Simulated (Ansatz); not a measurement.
# CH4ClFSn: the cost of one run

The runs use Ansatz 0.2.0; RHF/def2-SVPD.

1 further run of the same task is left out (set aside as unsound or not needed).

**1. Where the work starts**

SMILES `[CH3][SnH]([F])[Cl]`, 8 atoms, charge 0, spin multiplicity 1.

Atoms are counted from 1 here; the program's logs count them from 0.

Bond lengths: C1–Sn2 2.143 Å, C1–H5 1.105 Å, C1–H6 1.105 Å, C1–H7 1.105 Å, Sn2–F3 1.980 Å, Sn2–Cl4 2.381 Å, Sn2–H8 1.720 Å. Angles: Sn2–C1–H5 107.6°, Sn2–C1–H6 109.4°, Sn2–C1–H7 109.5°, H5–C1–H6 110.0°, H5–C1–H7 109.9°, H6–C1–H7 110.4°, C1–Sn2–F3 105.6°, C1–Sn2–Cl4 108.3°, C1–Sn2–H8 124.2°, F3–Sn2–Cl4 105.0°, F3–Sn2–H8 104.9°, Cl4–Sn2–H8 107.2°.

Geometry (Å):

```xyz
8
charge 0, multiplicity 1
C    -0.28032    1.16531    0.19158
Sn    0.29807   -0.82641   -0.34584
F     1.85592   -1.25538    0.79893
Cl   -1.41754   -2.31879    0.36032
H    -0.48309    1.17287    1.27741
H     0.54380    1.86225   -0.04432
H    -1.19296    1.44653   -0.36348
H     0.76832   -1.30360   -1.93039
```

**2. Relaxation**

input.yaml

```yaml
crystal:
  periodic: [false, false, false]
  atoms:
    - { symbol: C, position_ang: [-0.280323, 1.165312, 0.191579] }
    - { symbol: Sn, position_ang: [0.298068, -0.826409, -0.345844] }
    - { symbol: F, position_ang: [1.855922, -1.255383, 0.798926] }
    - { symbol: Cl, position_ang: [-1.417537, -2.318785, 0.360318] }
    - { symbol: H, position_ang: [-0.483086, 1.172874, 1.277407] }
    - { symbol: H, position_ang: [0.543797, 1.862255, -0.044316] }
    - { symbol: H, position_ang: [-1.192964, 1.446531, -0.363484] }
    - { symbol: H, position_ang: [0.768324, -1.303596, -1.930385] }
basis:
  gaussian: { orbitals: def2-SVPD }
hamiltonian:
  xc: hf
output:
  forces: true
relax:
  f_tol: 0.003
  max_steps: 120
```

Command:

```
ansatz run input.yaml --threads 1 --pin off --max-ram 2560MiB --backend cpu --events-out ev --progress --plain --runs-dir out
```

**Question.** How long does this run take on 1 thread of Arm Neoverse V1, shared host, and how much memory does it need?

About 56 s, with a peak of 0.34 GiB.
